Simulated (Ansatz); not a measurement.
HfAu, space group P4/nmm, a short molecular-dynamics run

With Ansatz 0.2.0, Python API.

At the Python prompt:
```pycon
>>> import ansatz as az
>>> import numpy as np
>>> XC = 'LDA'
>>> ECUT = 470
>>> KMESH = (1, 2, 1)
>>> SMEARING = 'Marzari-Vanderbilt'
>>> SIGMA = 0.2
>>> TOLERANCE = 1e-06
>>> MAX_ITERATIONS = 200
>>> N_STEPS = 15
>>> TEMPERATURE_K = 1200
>>> system = (
...     az.Lattice.of((3.48386, 0.0, 0.0), (0.0, 3.48386, 0.0), (0.0, 0.0, 6.32052))
...     .atom('Hf', (0.0, 0.5, 0.85158))
...     .atom('Hf', (0.5, 0.0, 0.14842))
...     .atom('Au', (0.0, 0.5, 0.37143))
...     .atom('Au', (0.5, 0.0, 0.62857))
... )
>>> system.resolved().sites[-1]
Site(symbol='Au', position=(0.5, 0.0, 0.62857), moment=None, axis=None, held=None, saved=None)
>>> # a coarse mesh keeps each step cheap
>>> setup = (
...     system.supercell(2, 1, 1).calculation()
...     .functional(XC)
...     .basis(ECUT, xc_grid=1)
...     .kpoints(*KMESH)
...     .occupations(SMEARING, width=SIGMA)
...     .scf(tolerance=TOLERANCE, max_iterations=MAX_ITERATIONS)
...     .md(az.Ensemble.NVT_LANGEVIN, timestep=1.0 * az.fs, steps=N_STEPS, temperature=TEMPERATURE_K, friction=0.005, initial_velocities='maxwell_boltzmann', seed=285)
... )
>>> steps = []
>>> def collect(event):
...     if event['event'] == 'md_step':
...         steps.append(event['data'])
...
>>> outcome = setup.session().plan().execute(on_event=collect)
DeckWarning: md: disabling space-group detection — thermal motion breaks the input geometry's symmetry, so no spatial operation reduces the k-mesh or symmetrises the density; time reversal is kept, so that k and −k are solved as one point where they differ and the mesh holds both, and exact exchange and, on two spinor [...]
DeckWarning: scf.convergence.dr2_threshold = 1e-6 eV is looser than this run's default, which is 1e-7 eV or tighter. The error in the forces grows as the threshold's square root, so leave the key out unless less accurate forces are enough
>>> rep = outcome.report
>>> rep['n_kpoints'], rep['n_symmetry_ops'], rep['n_pw']
(2, 1, 3567)
>>> for s in steps[::1]:
...     print('%3d %7.1f fs  total %.4f eV  T %6.1f K' % (s['step'], s['time_fs'], s['lagrangian_ev'] + s['e_kin_ev'], s['temperature_k']))
...
  0     0.0 fs  total -113368.1511 eV  T 1050.0 K
  1     1.0 fs  total -113368.2121 eV  T  991.5 K
  2     2.0 fs  total -113368.2030 eV  T 1000.7 K
  3     3.0 fs  total -113368.2320 eV  T  972.3 K
  4     4.0 fs  total -113368.2222 eV  T  980.6 K
  5     5.0 fs  total -113368.2034 eV  T  997.2 K
  6     6.0 fs  total -113368.1511 eV  T 1045.5 K
  7     7.0 fs  total -113368.2369 eV  T  959.8 K
  8     8.0 fs  total -113368.2764 eV  T  918.4 K
  9     9.0 fs  total -113368.3120 eV  T  880.3 K
 10    10.0 fs  total -113368.3973 eV  T  793.6 K
 11    11.0 fs  total -113368.3433 eV  T  841.1 K
 12    12.0 fs  total -113368.3149 eV  T  863.7 K
 13    13.0 fs  total -113368.2927 eV  T  880.0 K
 14    14.0 fs  total -113368.2586 eV  T  907.5 K
 15    15.0 fs  total -113368.2529 eV  T  907.2 K
>>> temperature = np.array([s['temperature_k'] for s in steps])
>>> print(f'mean temperature of the second half {temperature[len(steps) // 2 :].mean():.1f} K')
mean temperature of the second half 874.0 K
>>> with open('trajectory.xyz', 'w') as handle:
...     for s in steps[::5]:
...         handle.write(f'{len(s["positions_ang"])}\nt = {s["time_fs"]} fs\n')
...         for site, xyz in zip(outcome.lattice.sites, s['positions_ang']):
...             handle.write('{} {:.4f} {:.4f} {:.4f}\n'.format(site.symbol, *xyz))
...
13
24
24
24
24
24
24
24
24
13
24
25
25
25
24
25
24
25
14
24
25
25
25
24
25
24
25
14
24
25
25
25
24
24
24
25
>>> track = np.array([s['positions_ang'] for s in steps])
>>> names = np.array([site.symbol for site in outcome.lattice.sites])
>>> for name in sorted(set(names)):
...     msd = ((track[:, names == name] - track[0, names == name]) ** 2).sum(axis=2).mean(axis=1)
...     print(f'mean square displacement of {name} (A^2):', np.round(msd[:: max(len(msd) // 6, 1)], 4))
...
mean square displacement of Au (A^2): [0.     0.0001 0.0002 0.0004 0.0008 0.0012 0.0017 0.0024]
mean square displacement of Hf (A^2): [0.     0.0001 0.0002 0.0005 0.0009 0.0013 0.0018 0.0023]
```

File `trajectory.xyz` afterwards:
```text
8
t = 0.0 fs
Hf 0.0000 1.7419 5.3824
Hf 1.7419 0.0000 0.9381
Au 0.0000 1.7419 2.3476
Au 1.7419 0.0000 3.9729
Hf 3.4839 1.7419 5.3824
Hf 5.2258 0.0000 0.9381
Au 3.4839 1.7419 2.3476
Au 5.2258 0.0000 3.9729
8
t = 5.0 fs
Hf 0.0084 1.7503 5.3656
Hf 1.7461 -0.0038 0.9241
Au -0.0052 1.7508 2.3623
Au 1.7260 -0.0108 3.9653
Hf 3.4922 1.7549 5.3962
Hf 5.2427 -0.0016 0.9446
Au 3.4892 1.7298 2.3491
Au 5.2089 -0.0031 3.9729
8
t = 10.0 fs
Hf 0.0186 1.7598 5.3506
Hf 1.7494 -0.0086 0.9106
Au -0.0095 1.7577 2.3760
Au 1.7120 -0.0257 3.9554
Hf 3.5036 1.7629 5.4081
Hf 5.2582 -0.0011 0.9509
Au 3.4950 1.7190 2.3473
Au 5.1922 -0.0067 3.9714
8
t = 15.0 fs
Hf 0.0318 1.7681 5.3401
Hf 1.7532 -0.0102 0.8971
Au -0.0154 1.7603 2.3902
Au 1.7015 -0.0407 3.9452
Hf 3.5162 1.7661 5.4158
Hf 5.2715 0.0023 0.9570
Au 3.5003 1.7062 2.3441
Au 5.1736 -0.0121 3.9705
```

Notes:
- The settings weren't tested for convergence.
- The run is spin-unpolarised.
- For a metal this mesh is far too coarse, so the numbers only illustrate the procedure.
- Spin-orbit coupling, which matters for elements this heavy, is left out.
- The structure comes from a database of computed cells and needn't be a stable or known phase.
- Warnings are shown shortened and without file and line.
- A small cell, a coarse mesh and a very short run: it shows the set-up and gives no equilibrium averages.
- It ran for 27 s on 1 thread of Arm Neoverse V2, with other jobs on the host, peak memory 0.5 GiB.

(Lines on the test bed's own set-up are left out of the output.)
